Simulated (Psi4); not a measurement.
# Si2H5O2 (SMILES O[SiH](O)[SiH2]) in Psi4

Wanted: the energy of Si2H5O2.

Program for the calculation: Psi4 1.11.

6 further runs of the same task are left out: 1 that didn't finish, 5 set aside as unsound or not needed.

### 1 The system as given

Si2H5O2 has 9 atoms, charge 0, and is taken as a doublet. SMILES: `O[SiH](O)[SiH2]`. The shape is that of a PBE0-D4/def2-TZVP optimisation. This is one conformer, not always the lowest.

Bond lengths: O1–Si2 1.647 Å, Si2–O3 1.646 Å, Si2–Si4 2.331 Å, O1–H5 0.959 Å, Si2–H6 1.484 Å, O3–H7 0.959 Å, Si4–H8 1.489 Å, Si4–H9 1.489 Å. Some angles: O1–Si2–O3 112.7°, O1–Si2–Si4 114.7°, O3–Si2–Si4 103.3°, O1–Si2–H6 102.7°, O3–Si2–H6 111.5°, Si4–Si2–H6 112.3°, Si2–O1–H5 117.3°, Si2–O3–H7 117.5°, Si2–Si4–H8 115.3°, Si2–Si4–H9 114.8°.

### 2 The input as written

h5o2si2.inp

```
memory 1600 mb

molecule geom {
  0 2
  O      0.977800     1.346300    -0.652900
  Si     0.627900     0.002600     0.233700
  O      1.015600    -1.393100    -0.547700
  Si    -1.631500    -0.274800     0.734700
  H      0.462100     1.496400    -1.447300
  H      1.454900     0.190700     1.451300
  H      1.938600    -1.537200    -0.765700
  H     -2.473500    -0.787500    -0.381000
  H     -2.283400     0.910000     1.357900
  units angstrom
  symmetry c1
}

set {
  basis 6-31G*
  reference uks
  scf_type df
  soscf true
}

e_tot = energy('tpssh')
print_variables()
```

On the command line:

```sh
$ psi4 -n 1 h5o2si2.inp h5o2si2.out
```

h5o2si2.out:

```text
Psi4 1.11 release

   => Loading Basis Set <=

    Name: 6-31G*
    Role: ORBITAL
    Keyword: BASIS

         ---------------------------------------------------------
                                   SCF
                              UKS Reference
                        1 Threads,   1525 MiB Core
         ---------------------------------------------------------

  ==> Geometry <==

    Molecular point group: c1
    Full point group: C1

    Geometry (in Angstrom), charge = 0, multiplicity = 2:

       Center              X                  Y                   Z               Mass
    ------------   -----------------  -----------------  -----------------  -----------------
         O            0.946630080422     1.433298339675    -0.740080042542    15.994914619570
         SI           0.596730080422     0.089598339675     0.146519957458    27.976926534650
         O            0.984430080422    -1.306101660325    -0.634880042542    15.994914619570
[... 5 lines of this table left out ...]
         H           -2.314569919578     0.996998339675     1.270719957458     1.007825032230

  Running in c1 symmetry.

  Rotational constants: A =      0.21258  B =      0.09897  C =      0.07533 [cm^-1]
  Rotational constants: A =   6372.92529  B =   2967.10062  C =   2258.44264 [MHz]
  Nuclear repulsion =  218.273633133301928

[... 75 lines left out ...]
    Weights Tolerance      =       1.00E-15
[... 40 lines left out ...]
  ==> Pre-Iterations <==

  SCF Guess: Superposition of Atomic Densities via on-the-fly atomic UHF (no occupation information).

   -------------------------
    Irrep   Nso     Nmo
   -------------------------
     A         78      78
   -------------------------
    Total      78      78
   -------------------------

  ==> Iterations <==

                           Total Energy        Delta E     RMS |[F,P]|

   @DF-UKS iter SAD:  -731.87117410560279   -7.31871e+02   0.00000e+00
   @DF-UKS iter   1:  -732.15682347124448   -2.85649e-01   1.13493e-02 DIIS/ADIIS
   @DF-UKS iter   2:  -731.19702045722670    9.59803e-01   2.12550e-02 DIIS/ADIIS
   @DF-UKS iter   3:  -732.44340756007853   -1.24639e+00   1.83132e-03 DIIS/ADIIS

RuntimeError:
Fatal Error: Vx: UKS does not support rotated V builds for MGGA's

Printing out the relevant lines from the Psithon --> Python processed input file:
    core.IO.set_default_namespace("geom")
    core.set_global_option("BASIS", "6-31G*")
    core.set_global_option("REFERENCE", "uks")
    core.set_global_option("SCF_TYPE", "df")
    core.set_global_option("SOSCF", "true")
--> e_tot = energy('tpssh')
    print_variables()

!----------------------------------------------------------------------------------!
!                                                                                  !
! Fatal Error: Vx: UKS does not support rotated V builds for MGGA's                !
!                                                                                  !
!----------------------------------------------------------------------------------!

    Psi4 run time: 0:00:06.50
```

Wall time 7.5 s (1 thread of Intel Xeon 6975P-C (Granite Rapids), shared host); peak memory 1.1 GiB.

### 3 Reading the log

The run ended with an error.

The telling line is `Fatal Error: Vx: UKS does not support rotated V builds for MGGA's`. To mend it: soscf at its default in place of yes. The program turns down these settings as typed.
